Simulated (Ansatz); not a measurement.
# BH₃S + HBr: a complex and its separated parts

Aim: how far the complex at one end of a reaction step lies below its separated, relaxed parts, level by level.

Program: Ansatz 0.2.0, Gaussian basis. Level of theory: PBE0-D4/def2-TZVP structures, single points in def2-TZVPP, no counterpoise correction. These are calculated values, not measurements.

Levels: SPW92, PBE-D4, BLYP-D4, r2SCAN-D4, B97M-V, PBE0-D4, B3LYP-D4, r2SCAN0-D4, BHLYP-D4, CAM-B3LYP-D4, wB97X-V, wB97M-V, B2PLYP, PBE-QIDH, RPA on PBE, Hartree-Fock, MP2, CCSD, CCSD(T).

Cores are frozen in the correlated methods. Filled d shells of the heavier atoms are correlated. B3LYP uses VWN-RPA correlation. B2PLYP carries no dispersion term here.

### Step 1. Where the work starts

The complex: 7 atoms, charge 0, spin multiplicity 1.

Atoms are counted from 1 here; the program's logs count them from 0.

Bond lengths: B1–S2 1.772 Å, B1–H3 1.190 Å, B1–H4 1.189 Å, S2–H7 1.345 Å, H5–Br6 1.431 Å. Angles: S2–B1–H3 115.6°, S2–B1–H4 121.2°, H3–B1–H4 123.2°, B1–S2–H7 99.4°.

Geometry (Å):

```
B    -0.6080   -0.3492   -1.1289
S     1.0460    0.0417   -0.6258
H    -0.8908   -1.5055   -1.1119
H    -1.3675    0.5028   -1.4618
H     0.5606   -0.0664    1.8363
Br    0.2590   -0.0040    3.2337
H     1.0007    1.3807   -0.7416
```

Its parts: BH₃S holds atoms 1, 2, 3, 4, 7; HBr holds atoms 5, 6. Each part counts its atoms afresh in its own runs.

### Step 2. Relaxing BH₃S alone

The input, relax-a/in.yaml:

```yaml
crystal:
  periodic: [false, false, false]
  atoms:
    - {symbol: B, position_ang: [-0.607985, -0.349221, -1.128879]}
    - {symbol: S, position_ang: [1.046026, 0.041671, -0.625819]}
    - {symbol: H, position_ang: [-0.890798, -1.505465, -1.111933]}
    - {symbol: H, position_ang: [-1.367545, 0.502780, -1.461824]}
    - {symbol: H, position_ang: [1.000669, 1.380652, -0.741604]}
basis:
  gaussian: {orbitals: def2-TZVP}
hamiltonian: {xc: pbe0, dispersion: d4}
relax: {f_tol: 0.005, max_steps: 200}
```

No record of the launch command was kept for these runs.

Further steps of the session: Relaxing HBr alone; wB97M-V/def2-TZVPP; CCSD(T)/def2-TZVPP; Vibrations of BH₃S; Vibrations of HBr.

**Question.** What will these runs give? Wanted: complex less parts, CCSD(T)/def2-TZVPP; with zero-point energy; largest T1 diagnostic.

As calculated:

| quantity | value |
| --- | --- |
| complex less parts, CCSD(T)/def2-TZVPP | -1.58 kcal/mol |
| with zero-point energy | -0.73 kcal/mol |
| largest T1 diagnostic | 0.015 |

**Reading.** At CCSD(T) the complex lies 1.58 kcal/mol below its parts. wB97M-V is the best functional here (-0.20 kcal/mol from CCSD(T)); SPW92 is the worst (-2.52 kcal/mol). By rung, the mean size of the error is: LDA 2.52, GGA 1.17, meta-GGA 0.45, hybrid 0.78, range-separated hybrid 0.37, double hybrid 0.22 kcal/mol. PBE-D4 gives a relative energy 1.34 kcal/mol too low, an error of 85 % of the reference. No counterpoise was applied, and triple zeta lacks some correlation, so the CCSD(T) reference has a basis error of its own, and close matches with it are partly luck.
